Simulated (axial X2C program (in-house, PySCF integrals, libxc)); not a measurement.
# All-electron X2C curves of AuLi⁺, part 2 of 2

Computed with an in-house X2C program for linear molecules on PySCF integrals; all-electron X2C, Au dyall-cv3z, Li dyall-cv3z.

**9. PBE0, 2c**

State followed: Ω = 1/2 (excess of +ω over −ω: ω = 1/2). The scan is laid around 2.587 Å, a first estimate of the minimum, and this SCF restarts from the orbitals of the search.

Output at 2.587 Å:

```text
two-component X2C + atomic mean field  PBE0
basis functions 219  fitting functions 1038  grid points 5083
iter        total energy     max residual
   1     -19024.263242545     3.45e+00
   2     -19024.312224988     1.42e-03
   3     -19024.312223632     1.24e-03
   4     -19024.312240530     2.17e-04
   5     -19024.312240477     1.08e-04
   6     -19024.312240624     3.14e-06
   7     -19024.312240624     1.56e-06
converged
one-electron -26138.20808296  Coulomb 7454.38733091  exact exchange -91.40550840  xc functional -279.88889733  nuclear repulsion 48.47893274  atomic mean-field constant -17.67601559
```

Along the bond, energies from the lowest point:

```
R (Å)  E (eV)  μ (D)  HOMO (eV)  LUMO (eV)  iterations
2.251  0.1529   7.05     -12.94     -10.08          12
2.354  0.0624   7.52     -12.80      -9.96          12
2.432  0.0237   7.88     -12.69      -9.86          12
2.509  0.0044   8.25     -12.58      -9.76          12
2.587  0.0000   8.62     -12.47      -9.66           7
2.678  0.0076   9.07     -12.33      -9.55           9
2.768  0.0265   9.52     -12.20      -9.44          10
2.885  0.0603  10.12     -12.03      -9.29          11
3.027  0.1111  10.86     -11.82      -9.11          11
3.234  0.1908  11.97     -11.52      -8.86          12
```

Dipoles are positive if Li is the positive end and refer to the centre of mass.

Outer spinors at the reference distance:

```json
{"ω": "1/2", "occupied": "yes", "ε (eV)": "-15.23", "atomic character": "98% Au d", "λ mixture": "53% σ, 47% π"}
{"ω": "-1/2", "occupied": "yes", "ε (eV)": "-15.23", "atomic character": "98% Au d", "λ mixture": "63% π, 37% σ"}
{"ω": "-3/2", "occupied": "yes", "ε (eV)": "-15.20", "atomic character": "100% Au d", "λ mixture": "84% δ, 16% π"}
{"ω": "3/2", "occupied": "yes", "ε (eV)": "-14.98", "atomic character": "100% Au d", "λ mixture": "69% δ, 31% π"}
{"ω": "1/2", "occupied": "yes", "ε (eV)": "-13.75", "atomic character": "96% Au d", "λ mixture": "52% π, 48% σ"}
{"ω": "5/2", "occupied": "yes", "ε (eV)": "-13.71", "atomic character": "100% Au d", "λ mixture": "100% δ"}
{"ω": "-1/2", "occupied": "yes", "ε (eV)": "-13.69", "atomic character": "93% Au d, 2% Au s, 2% Li p", "λ mixture": "64% σ, 36% π"}
{"ω": "3/2", "occupied": "yes", "ε (eV)": "-13.62", "atomic character": "99% Au d", "λ mixture": "69% π, 31% δ"}
{"ω": "-3/2", "occupied": "yes", "ε (eV)": "-13.56", "atomic character": "99% Au d", "λ mixture": "84% π, 16% δ"}
{"ω": "-5/2", "occupied": "yes", "ε (eV)": "-13.30", "atomic character": "100% Au d", "λ mixture": "100% δ"}
{"ω": "1/2", "occupied": "yes", "ε (eV)": "-12.47", "atomic character": "64% Au s, 16% Li p, 13% Li s", "λ mixture": "100% σ"}
{"ω": "-1/2", "occupied": "no", "ε (eV)": "-9.66", "atomic character": "62% Au s, 15% Li p, 14% Li s", "λ mixture": "99% σ, 1% π"}
{"ω": "1/2", "occupied": "no", "ε (eV)": "-6.25", "atomic character": "52% Au p, 35% Li s, 7% Au s", "λ mixture": "98% σ, 2% π"}
{"ω": "-1/2", "occupied": "no", "ε (eV)": "-5.89", "atomic character": "57% Au p, 21% Li s, 16% Li p", "λ mixture": "58% σ, 42% π"}
{"ω": "-1/2", "occupied": "no", "ε (eV)": "-5.55", "atomic character": "45% Au p, 27% Li p, 22% Li s", "λ mixture": "56% π, 44% σ"}
```

PBE0 fields in the half plane through the axis: z from -2.4 to 4.8 Å across, distance from the axis 0.15 to 2.25 Å upwards; Au lies at z = 0 and Li at z = 2.587 Å; the ELF is damped to zero where the density is low.

log10 density (e/bohr³). Ten even steps from '0' (-6.86 ) to '9' (1.88 ):
```
2233334444444333322211000
2333444444444443332211100
2334445555554444333221100
3344555555555544433221100
3344556666665554443321110
3445566777666555554432110
3445667888766555666532110
3445667898776656786542100
```

ELF. Ten even steps from ' ' (0.00 ) to '@' (1.00 ):
```
                                                  
              ................                    
          ..........::::::----::                  
        ....::::::::::::--====::                  
        ..::::------------====                    
      ....--==++++++==--==++..    ....            
      ..::--++**==**++====++    @@@@@@%%          
      ..::==**------**======  **@@@@@@@@::        
```

Re = 2.578 Å, ωe = 272.9 cm⁻¹, Be = 0.3745 cm⁻¹, De = 0.685 eV, μ = 8.58 D.

**10. HF, 2c**

Output at 2.587 Å:

```text
two-component X2C + atomic mean field  HF
basis functions 219  fitting functions 1038  grid points 5083
iter        total energy     max residual
   1     -19018.639868482     1.30e+00
   2     -19018.674894672     1.63e-02
   3     -19018.676133176     1.85e-02
   4     -19018.677484905     2.12e-03
   5     -19018.677841664     1.75e-03
   6     -19018.678110620     1.30e-03
   7     -19018.678318952     6.88e-04
   8     -19018.678371896     3.37e-04
   9     -19018.678384008     2.22e-04
  10     -19018.678391588     1.32e-04
  11     -19018.678394177     6.34e-05
  12     -19018.678394573     2.75e-05
  13     -19018.678394641     1.23e-05
  14     -19018.678394653     5.22e-06
  15     -19018.678394655     2.09e-06
  16     -19018.678394655     5.57e-07
converged
one-electron -26141.59932995  Coulomb 7457.96181639  exact exchange -365.84379824  xc functional 0.00000000  nuclear repulsion 48.47893274  atomic mean-field constant -17.67601559
```

Re = 2.722 Å, ωe = 236.0 cm⁻¹, ωexe = 2.32 cm⁻¹, Be = 0.3359 cm⁻¹, De = 0.676 eV, μ = 8.72 D.

**11. TPSS, 2c**

The SCF at the reference distance of 2.587 Å:

```text
two-component X2C + atomic mean field  TPSS
basis functions 219  fitting functions 1038  grid points 5083
iter        total energy     max residual
   1     -19023.884277897     2.14e-01
   2     -19023.884487950     2.15e-02
   3     -19023.876897999     3.59e-02
   4     -19023.887139229     2.62e-03
   5     -19023.887240688     5.50e-04
   6     -19023.887246185     1.43e-04
   7     -19023.887246484     5.85e-05
   8     -19023.887246553     1.11e-05
   9     -19023.887246558     3.86e-06
  10     -19023.887246558     7.72e-07
converged
one-electron -26135.26334974  Coulomb 7451.37081539  exact exchange 0.00000000  xc functional -370.79762936  nuclear repulsion 48.47893274  atomic mean-field constant -17.67601559
```

Re = 2.573 Å, ωe = 278.3 cm⁻¹, Be = 0.3759 cm⁻¹, De = 0.721 eV, μ = 8.54 D.

**12. MP2 and beyond, 2c**

Correlated methods: 11 electrons correlated (frozen shells, counted by type: Au 5 s, 4 p, 2 d, 1 f; Li 1 s), 263 virtual spinors in MP2, 90 natural virtuals in coupled cluster.

Output of the correlated part at 2.587 Å:

```text
correlated 11  virtual 263  natural virtual 90  E(MP2) -0.373719747  MP2 remainder -0.011451116
iter   CCSD correlation   residual
   1     -0.330016395   1.02e-01
   2     -0.337317510   3.47e-02
   3     -0.338673285   1.75e-02
   4     -0.338727376   6.77e-03
   5     -0.338830777   3.46e-03
   6     -0.338866181   1.95e-03
   7     -0.338866137   9.27e-04
   8     -0.338878558   3.94e-04
   9     -0.338871115   1.77e-04
  10     -0.338872423   9.06e-05
  11     -0.338871609   4.55e-05
  12     -0.338872489   2.16e-05
  13     -0.338872531   8.13e-06
  14     -0.338872574   3.34e-06
  15     -0.338872595   1.51e-06
  16     -0.338872585   7.63e-07
(T) -0.015118437  T1 0.0314  D1 0.0871  max T2 0.036
```

MP2: Re = 2.589 Å, ωe = 267.5 cm⁻¹, Be = 0.3713 cm⁻¹, De = 0.512 eV.

CCSD: Re = 2.623 Å, ωe = 260.0 cm⁻¹, ωexe = 3.59 cm⁻¹, Be = 0.3616 cm⁻¹, De = 0.594 eV. T1 at Re = 0.022 (Lee–Taylor, the printed value over √2).

CCSD(T): Re = 2.617 Å, ωe = 262.9 cm⁻¹, ωexe = 3.71 cm⁻¹, Be = 0.3633 cm⁻¹, De = 0.587 eV. T1 at Re = 0.022 (Lee–Taylor, the printed value over √2).

**13. A higher determinant, 2c**

State: Ω = 5/2 (excess of +ω over −ω: ω = 5/2).

Output at the reference distance:

```text
two-component X2C + atomic mean field  PBE0
basis functions 219  fitting functions 1038  grid points 5083
iter        total energy     max residual
   1     -19024.211809020     3.42e+00
   2     -19024.267007504     1.54e-03
   3     -19024.267017029     1.00e-03
   4     -19024.267028238     2.68e-04
   5     -19024.267028312     9.10e-05
   6     -19024.267028427     1.08e-05
   7     -19024.267028429     2.93e-06
   8     -19024.267028429     2.12e-07
converged
one-electron -26130.25784912  Coulomb 7446.32237830  exact exchange -91.36635248  xc functional -279.76812227  nuclear repulsion 48.47893274  atomic mean-field constant -17.67601559
```

```
R (Å)  E above the lowest PBE0 point (eV)
2.251                               1.453
2.354                               1.331
2.432                               1.275
2.509                               1.244
2.587                               1.230
2.678                               1.231
2.768                               1.247
2.885                               1.280
3.027                               1.333
```

Re = 2.623 Å, ωe = 283.9 cm⁻¹, Be = 0.3617 cm⁻¹, μ = 8.60 D. Te = 1.23 eV.

**14. The 2c curves together**

Energy (eV) of the followed determinant, 2c, from each level's lowest point:

```
R (Å)   PBE0     HF    MP2   CCSD  CCSD(T)   TPSS
2.251  0.153  0.265  0.162    n/a      n/a  0.153
2.354  0.062  0.141  0.067  0.085    0.083  0.062
2.432  0.024  0.079  0.027  0.038    0.037  0.023
2.509  0.004  0.038  0.006  0.011    0.011  0.004
2.587  0.000  0.013  0.000  0.000    0.000  0.000
2.678  0.008  0.000  0.006  0.001    0.002  0.008
2.768  0.027  0.000  0.023  0.014    0.016  0.029
2.885  0.060  0.014  0.054  0.041    0.044  0.064
3.027  0.111  0.046  0.100    n/a      n/a  0.118
3.234  0.191  0.110  0.172    n/a      n/a  0.201
```

The whole job took 2.8 min on 1 thread of Arm Neoverse V1, shared host.

**15. What came out**

This closing draws on all 2 parts.

Lowest determinant that the search found at its distance, spin-free: M_S = 1/2, Λ = 0 (beyond closed shells: σα).

Lowest determinant that the search found at its distance, 2c: Ω = 1/2 (excess of +ω over −ω: ω = 1/2).

```csv
Hamiltonian,level,Re (Å),ωe (cm⁻¹),De (eV),μ (D)
spin-free,PBE0,2.581,269.3,0.672,8.61
spin-free,HF,2.728,233.7,0.670,8.75
spin-free,MP2,2.592,265.0,0.505,n/a
spin-free,CCSD,2.628,257.0,0.578,n/a
spin-free,CCSD(T),2.622,259.9,0.580,n/a
spin-free,TPSS,2.574,275.1,0.704,8.57
2c,PBE0,2.578,272.9,0.685,8.58
2c,HF,2.722,236.0,0.676,8.72
2c,MP2,2.589,267.5,0.512,n/a
2c,CCSD,2.623,260.0,0.594,n/a
2c,CCSD(T),2.617,262.9,0.587,n/a
2c,TPSS,2.573,278.3,0.721,8.54
```

Dipoles are positive if Li is the positive end and refer to the centre of mass.

Time per point (s) on 1 thread of Arm Neoverse V1, shared host (2c runs; CCSD comes with the CCSD(T) run); the times are rough: PBE0 0.91, HF 0.85, MP2 1.1, CCSD(T) 5.3, TPSS 0.67.

In words: At CCSD(T), going from spin-free to two-component changes Re by -5 mÅ, ωe by +1.2 %; the spin-free picture holds up (part of it comes from the scalar share of the two-electron terms). De moves by +0.01 eV; both De rest on single-determinant atoms, which can miss part of an open shell's spin–orbit lowering.

De refers to Au + Li+, each in the lowest determinant found, which need not be this curve's own limit. The state is a single determinant with fixed occupations, the lowest that a limited PBE0 search found. De is counted from the lowest determinant-based energies of the atoms at the same level, without counterpoise correction. Density functionals use the spin component along the axis (collinear). CCSD and (T) use frozen natural virtuals with an MP2 correction for the truncation. The meta-GGAs lack a current-density term, which matters for open shells with orbital currents, atoms included. T1 at Re is 0.022 (Lee–Taylor), above the customary mark of 0.02.
